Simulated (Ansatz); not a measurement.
**CH3ClCu, charge +1: a pair, distance and angle**

A grid of calculations on CH3ClCu, charge +1, to see where the energy is lowest and how it rises around there.

Program: Ansatz 0.2.0. Level of theory: RKS BHLYP-D4/def2-TZVPD. These are calculated values, not measurements.

## (1) Starting geometry

6 atoms, charge 1, spin multiplicity 1.

Atoms are counted from 1 here; the program's logs count them from 0.

Bond lengths: Cu1–Cl3 2.183 Å, C2–Cl3 1.842 Å, C2–H4 1.101 Å, C2–H5 1.103 Å, C2–H6 1.101 Å. Angles: Cl3–C2–H4 107.6°, Cl3–C2–H5 104.0°, Cl3–C2–H6 107.5°, H4–C2–H5 111.9°, H4–C2–H6 113.4°, H5–C2–H6 111.9°, Cu1–Cl3–C2 108.3°.

Coordinates:

```
Cu   -0.1615   -0.1607   -2.6044
C     0.0969    0.1565    0.6381
Cl   -0.5228   -1.0244   -0.6326
H     1.1747    0.2987    0.4624
H    -0.0992   -0.3549    1.5953
H    -0.4880    1.0847    0.5411
```

This geometry comes from a loose relaxation at PBE in a small basis, which is not shown.

## (2) Geometry optimisation

File input.yaml:

```yaml
crystal:
  periodic: [false, false, false]
  atoms:
    - { symbol: Cu, position_ang: [-0.161523, -0.160717, -2.604356] }
    - { symbol: C, position_ang: [0.096865, 0.156534, 0.638113] }
    - { symbol: Cl, position_ang: [-0.522829, -1.024381, -0.632552] }
    - { symbol: H, position_ang: [1.174716, 0.298681, 0.462383] }
    - { symbol: H, position_ang: [-0.099249, -0.354945, 1.595336] }
    - { symbol: H, position_ang: [-0.48798, 1.084728, 0.541075] }
total_charge: 1
basis:
  gaussian: { orbitals: def2-TZVPD }
hamiltonian:
  xc: { name: BHLYP }
  dispersion: d4
output:
  forces: true
relax:
  f_tol: 0.003
  max_steps: 120
```

Command:

```console
> ansatz run input.yaml --threads 1 --pin off --max-ram 2560MiB --backend cpu --events-out ev --progress --plain --runs-dir out
```

Log (excerpt; [...] marks lines left out):

```text
Warning: RAYON_NUM_THREADS=1 ignored (pool sized by the plan → 1); use --threads N
[...]
Functional definition: BHLYP
[...]
1308 factors; their error is unknown
[...]
mean field -58241.09807757 eV, -2140.3208771167 hartree, gradient 2.8e-5 eV, S^2 0.000000; 0 other end points of the search recorded, 0 dependent functions left out
[...]
reference -58241.09824851 eV, -2140.3208833983 hartree; 27, 27 occupied and 131, 131 virtual orbitals, 1308 factors
relax step   1: F+E_penalty+E_count = -58241.22261137 eV  Δ(F+E_penalty+E_count) = +0.000e0 eV  max|allowed force component| = 8.588e-1 eV/Å  Δτ_max = 0.0000 Å  (35 SCF iters, accepted)
[...]
relax step   7: F+E_penalty+E_count = -58241.28027388 eV  Δ(F+E_penalty+E_count) = -1.001e-6 eV  max|allowed force component| = 3.285e-3 eV/Å  Δτ_max = 0.0011 Å  (41 SCF iters, accepted)
[...]
relax step   8: F+E_penalty+E_count = -58241.28027471 eV  Δ(F+E_penalty+E_count) = -8.221e-7 eV  max|allowed force component| = 1.137e-3 eV/Å  Δτ_max = 0.0014 Å  (41 SCF iters, accepted)
1308 factors; their error is unknown
mean field -58241.15743145 eV, -2140.3230583316 hartree, gradient 1.1e-5 eV, S^2 0.000000; 1 other end points of the search recorded, 0 dependent functions left out
[...]
reference -58241.15760299 eV, -2140.3230646355 hartree; 27, 27 occupied and 131, 131 virtual orbitals, 1308 factors
Total energy: -58241.28044625 eV, -2140.3275790418 hartree
Atom 0 at    -0.182769    -0.174307    -2.687886 Å, force    -0.000040     0.000023    -0.000089 eV/Å
Atom 1 at     0.098766     0.156419     0.657025 Å, force     0.000284     0.001088     0.001137 eV/Å
Atom 2 at    -0.498875    -1.001683    -0.615386 Å, force     0.000016    -0.000275    -0.000255 eV/Å
Atom 3 at     1.153620     0.296887     0.497608 Å, force    -0.000138    -0.000252    -0.000382 eV/Å
Atom 4 at    -0.102986    -0.343406     1.589623 Å, force    -0.000185    -0.000270    -0.000141 eV/Å
Atom 5 at    -0.467755     1.065991     0.559015 Å, force     0.000062    -0.000313    -0.000271 eV/Å
Dipole moment:     0.182070     0.399077    -0.203705 e Å
```

Wall time 45 s (1 thread of Intel Xeon 6975P-C (Granite Rapids), shared host); peak memory 0.39 GiB.

Relaxation path:

```csv
step,energy from step 1 (eV),largest force component (eV/Å)
1,0.0000,0.8588
2,-0.0476,0.3927
3,-0.0571,0.0828
4,-0.0576,0.0403
5,-0.0577,0.0080
6,-0.0577,0.0030
7,-0.0577,0.0033
8,-0.0577,0.0011
```

Distances of close pairs at the start and the end, largest changes first:

```csv
bond,before (Å),after (Å),change (Å)
Cu1–Cl3,2.183,2.254,+0.071
C2–H5,1.103,1.077,-0.026
C2–H6,1.101,1.076,-0.025
C2–H4,1.101,1.076,-0.025
C2–Cl3,1.842,1.821,-0.021
```

## (3) The part CH₃Cl alone, at the geometry typed

File input.yaml:

```yaml
crystal:
  periodic: [false, false, false]
  atoms:
    - { symbol: C, position_ang: [0.098766, 0.156419, 0.657025] }
    - { symbol: Cl, position_ang: [-0.498875, -1.001683, -0.615386] }
    - { symbol: H, position_ang: [1.15362, 0.296887, 0.497608] }
    - { symbol: H, position_ang: [-0.102986, -0.343406, 1.589623] }
    - { symbol: H, position_ang: [-0.467755, 1.065991, 0.559015] }
basis:
  gaussian: { orbitals: def2-TZVPD }
hamiltonian:
  xc: { name: BHLYP }
  dispersion: d4
output:
  forces: true
```

Command:

```console
> ansatz run input.yaml --threads 1 --pin off --max-ram 2560MiB --backend cpu --events-out ev --progress --plain --runs-dir out
```

Log (excerpt; [...] marks lines left out):

```text
Warning: RAYON_NUM_THREADS=1 ignored (pool sized by the plan → 1); use --threads N
[...]
[... 1 set-up line as earlier in the session ...]
[...]
710 factors; their error is unknown
[...]
mean field -13608.69712908 eV, -500.1103951873 hartree, gradient 1.5e-5 eV, S^2 0.000000; 0 other end points of the search recorded, 0 dependent functions left out
[...]
reference -13608.69728044 eV, -500.1104007500 hartree; 13, 13 occupied and 97, 97 virtual orbitals, 710 factors
Total energy: -13608.75354325 eV, -500.1124683699 hartree
Atom 0 at     0.098766     0.156419     0.657025 Å, force    -0.424810    -0.855360    -0.492291 eV/Å
Atom 1 at    -0.498875    -1.001683    -0.615386 Å, force     0.242695     0.484599     0.332169 eV/Å
Atom 2 at     1.153620     0.296887     0.497608 Å, force    -0.000329     0.094839     0.015945 eV/Å
Atom 3 at    -0.102986    -0.343406     1.589623 Å, force     0.107633     0.216651     0.130681 eV/Å
Atom 4 at    -0.467755     1.065991     0.559015 Å, force     0.074811     0.059271     0.013496 eV/Å
Dipole moment:     0.144552     0.279722     0.312698 e Å
```

Run time: 1.6 s. Hardware: 1 thread of Intel Xeon 6975P-C (Granite Rapids), shared host; peak memory 0.17 GiB.

## (4) Reference: Cu+ by itself, as typed

File input.yaml:

```yaml
crystal:
  periodic: [false, false, false]
  atoms:
    - { symbol: Cu, position_ang: [-0.182769, -0.174307, -2.687886] }
total_charge: 1
basis:
  gaussian: { orbitals: def2-TZVPD }
hamiltonian:
  xc: { name: BHLYP }
```

Command:

```console
> ansatz run input.yaml --threads 1 --pin off --max-ram 2560MiB --backend cpu --events-out ev --progress --plain --runs-dir out
```

Log:

```text
Warning: RAYON_NUM_THREADS=1 ignored (pool sized by the plan → 1); use --threads N
Engine: ansatz 0.2.0, x86_64-unknown-linux-gnu
[... 1 set-up line as earlier in the session ...]
  parameter a = 0.5
  exchange = (1 - a)*b88_x + a*exact_x
  correlation = lyp_c
323 factors; integrals over basis functions are off by at most 1.3e-4 eV
mean field evaluation 1: about -44602.6669 eV, gradient 2.0e2 eV
mean field evaluation 2: about -43858.2544 eV, gradient 6.1e2 eV
mean field evaluation 4: about -44630.3725 eV, gradient 3.0e1 eV
mean field evaluation 8: about -44630.9581 eV, gradient 7.8e-2 eV
mean field evaluation 16: about -44630.9581 eV, gradient 8.8e-6 eV
mean field -44630.95813963 eV, -1640.1574596816 hartree, gradient 8.8e-6 eV, S^2 0.000000; 0 other end points of the search recorded, 0 dependent functions left out
reference -44630.95824070 eV, -1640.1574633956 hartree; 14, 14 occupied and 34, 34 virtual orbitals, 323 factors
Total energy: -44630.95824070 eV, -1640.1574633956 hartree
```

It took 0.37 s on 1 thread of Intel Xeon 6975P-C (Granite Rapids), shared host; peak memory 0.09 GiB.

## (5) The grid

First coordinate, distance Cl3···Cu1: 9 values from 1.893 to 3.293 Å. Second coordinate, turn of Cu1 about Cl3: 9 values from −120 to 120 °.

Nothing else is relaxed (both partners rigid). Energies count from the ion and the molecule far apart, frozen as in the relaxed pair, each in its own basis (no counterpoise correction). Points are written as (first, second).

Of the runs on the grid, 2 are shown in the steps below; the others differ only in the two coordinates.

## (6) Grid point (2.094 Å, −90°)

File input.yaml:

```yaml
crystal:
  periodic: [false, false, false]
  atoms:
    - { symbol: Cu, position_ang: [-1.350664, -2.729998, -1.435275] }
    - { symbol: C, position_ang: [0.098766, 0.156419, 0.657025] }
    - { symbol: Cl, position_ang: [-0.498875, -1.001683, -0.615386] }
    - { symbol: H, position_ang: [1.15362, 0.296887, 0.497608] }
    - { symbol: H, position_ang: [-0.102986, -0.343406, 1.589623] }
    - { symbol: H, position_ang: [-0.467755, 1.065991, 0.559015] }
total_charge: 1
basis:
  gaussian: { orbitals: def2-TZVPD }
hamiltonian:
  xc: { name: BHLYP }
  dispersion: d4
output:
  forces: true
```

Command:

```console
> ansatz run input.yaml --threads 1 --pin off --max-ram 2560MiB --backend cpu --events-out ev --progress --plain --runs-dir out
```

Log (excerpt; [...] marks lines left out):

```text
Warning: RAYON_NUM_THREADS=1 ignored (pool sized by the plan → 1); use --threads N
[...]
[... 1 set-up line as earlier in the session ...]
[...]
1308 factors; their error is unknown
[...]
mean field -58240.66865828 eV, -2140.3050962488 hartree, gradient 5.1e-6 eV, S^2 0.000000; 0 other end points of the search recorded, 0 dependent functions left out
[...]
reference -58240.66883674 eV, -2140.3051028070 hartree; 27, 27 occupied and 131, 131 virtual orbitals, 1308 factors
Total energy: -58240.78209525 eV, -2140.3092649803 hartree
Atom 0 at    -1.350664    -2.729998    -1.435275 Å, force    -0.598505    -1.234008    -0.325479 eV/Å
Atom 1 at     0.098766     0.156419     0.657025 Å, force    -0.030205    -0.137433     0.947166 eV/Å
Atom 2 at    -0.498875    -1.001683    -0.615386 Å, force     0.679625     1.445075    -0.192392 eV/Å
Atom 3 at     1.153620     0.296887     0.497608 Å, force    -0.017256    -0.117603    -0.241845 eV/Å
Atom 4 at    -0.102986    -0.343406     1.589623 Å, force     0.060977     0.124654     0.050882 eV/Å
Atom 5 at    -0.467755     1.065991     0.559015 Å, force    -0.094636    -0.080685    -0.238332 eV/Å
Dipole moment:    -0.063737    -0.141402     0.092981 e Å
```

It took 4.7 s on 1 thread of Intel Xeon 6975P-C (Granite Rapids), shared host; peak memory 0.37 GiB.

Energy on the map's scale: −103 kJ/mol.

## (7) Grid point (2.248 Å, 0°)

input.yaml, as its differences from that of step 6:

```diff
@@ -3,3 +3,3 @@
   atoms:
-    - { symbol: Cu, position_ang: [-1.350664, -2.729998, -1.435275] }
+    - { symbol: Cu, position_ang: [-0.183586, -0.176446, -2.682529] }
     - { symbol: C, position_ang: [0.098766, 0.156419, 0.657025] }
```

Command:

```console
> ansatz run input.yaml --threads 1 --pin off --max-ram 2560MiB --backend cpu --events-out ev --progress --plain --runs-dir out
```

Log (excerpt; [...] marks lines left out):

```text
Warning: RAYON_NUM_THREADS=1 ignored (pool sized by the plan → 1); use --threads N
[...]
[... 1 set-up line as earlier in the session ...]
[...]
1308 factors; their error is unknown
[...]
mean field -58241.15724157 eV, -2140.3230513534 hartree, gradient 7.7e-5 eV, S^2 0.000000; 0 other end points of the search recorded, 0 dependent functions left out
[...]
reference -58241.15741306 eV, -2140.3230576557 hartree; 27, 27 occupied and 131, 131 virtual orbitals, 1308 factors
Total energy: -58241.28034089 eV, -2140.3275751700 hartree
Atom 0 at    -0.183586    -0.176446    -2.682529 Å, force     0.004902     0.013029    -0.033390 eV/Å
Atom 1 at     0.098766     0.156419     0.657025 Å, force     0.001424     0.003279     0.003903 eV/Å
Atom 2 at    -0.498875    -1.001683    -0.615386 Å, force    -0.005693    -0.014745     0.031079 eV/Å
Atom 3 at     1.153620     0.296887     0.497608 Å, force    -0.000080    -0.000454    -0.000686 eV/Å
Atom 4 at    -0.102986    -0.343406     1.589623 Å, force    -0.000407    -0.000720    -0.000344 eV/Å
Atom 5 at    -0.467755     1.065991     0.559015 Å, force    -0.000147    -0.000389    -0.000562 eV/Å
Dipole moment:     0.181902     0.398518    -0.201075 e Å
```

Run time: 4.8 s. Hardware: 1 thread of Intel Xeon 6975P-C (Granite Rapids), shared host; peak memory 0.37 GiB.

That is −151 kJ/mol from the zero.

## (8) Energy over the grid

66 points were computed, and 15 have no value (skipped by design, atoms too close, or no result). Energies in kJ/mol, from the ion and the molecule far apart, frozen as in the relaxed pair, each in its own basis (no counterpoise correction):

| turn of Cu1 about Cl3 (°) ↓, distance Cl3···Cu1 (Å) → | 1.893 | 1.969 | 2.094 | 2.248 | 2.424 | 2.618 | 2.829 | 3.055 | 3.293 |
| --- | --- | --- | --- | --- | --- | --- | --- | --- | --- |
| 120 | – | – | – | – | – | – | – | – | 380 |
| 90 | – | – | – | – | – | – | – | 483 | 149 |
| 60 | 263 | 193 | 107 | 37 | −11 | −37 | −47 | −46 | −39 |
| 30 | −36 | −73 | −108 | −123 | −120 | −108 | −91 | −72 | −56 |
| 0 | −79 | −112 | −142 | −151 | −145 | −129 | −110 | −89 | −71 |
| −30 | −64 | −95 | −123 | −133 | −127 | −114 | −98 | −80 | −65 |
| −60 | −39 | −69 | −96 | −107 | −103 | −93 | −80 | −66 | −54 |
| −90 | −46 | −76 | −103 | −114 | −110 | −99 | −84 | −70 | −57 |
| −120 | −71 | −103 | −132 | −141 | −135 | −121 | −103 | −84 | −68 |

On the same grid, largest force on an atom (eV/Å):

| turn of Cu1 about Cl3 (°) ↓, distance Cl3···Cu1 (Å) → | 1.893 | 1.969 | 2.094 | 2.248 | 2.424 | 2.618 | 2.829 | 3.055 | 3.293 |
| --- | --- | --- | --- | --- | --- | --- | --- | --- | --- |
| 120 | – | – | – | – | – | – | – | – | 19.9 |
| 90 | – | – | – | – | – | – | – | 23.8 | 9.5 |
| 60 | 14.9 | 12.3 | 8.9 | 5.8 | 3.4 | 2.0 | 1.8 | 1.8 | 1.7 |
| 30 | 6.2 | 4.2 | 2.0 | 0.6 | 1.0 | 1.3 | 1.4 | 1.2 | 1.1 |
| 0 | 5.6 | 3.6 | 1.5 | 0.0 | 0.7 | 0.9 | 1.0 | 0.9 | 0.8 |
| −30 | 5.4 | 3.6 | 1.7 | 0.6 | 0.6 | 0.8 | 0.8 | 0.7 | 0.6 |
| −60 | 5.1 | 3.3 | 1.4 | 0.6 | 0.6 | 0.6 | 0.7 | 0.6 | 0.4 |
| −90 | 5.1 | 3.4 | 1.6 | 0.9 | 0.8 | 0.8 | 0.7 | 0.6 | 0.6 |
| −120 | 5.7 | 3.8 | 1.9 | 0.8 | 0.8 | 0.8 | 0.9 | 0.8 | 0.7 |

## (9) What came out

| quantity | value |
| --- | --- |
| lowest point | (2.248 Å, 0°), −151 kJ/mol |
| highest computed point (blank points may lie higher) | (3.055 Å, 90°), 634 kJ/mol above the lowest |
| largest force on an atom (eV/Å) | 0.0 at (2.248 Å, 0°) to 23.8 at (3.055 Å, 90°); 0.0 at the lowest point |
| time for the whole task | 6.3 min on 1 thread, shared host |

**Reading.** The lowest computed point is at (2.248 Å, 0°), −151 kJ/mol from the ion and the molecule far apart, frozen as in the relaxed pair, each in its own basis (no counterpoise correction). The grid is coarse, so the lowest point of the scanned range may lie between grid points; coordinates that were held can hide deeper minima. The highest computed point, (3.055 Å, 90°), lies 634 kJ/mol above the lowest. Between some neighbouring points the energy changes steeply, from close contacts of the rigid frames or a change of state; the map doesn't tell which. No counterpoise correction was made, so wells between separate parts tend to come out somewhat too deep.
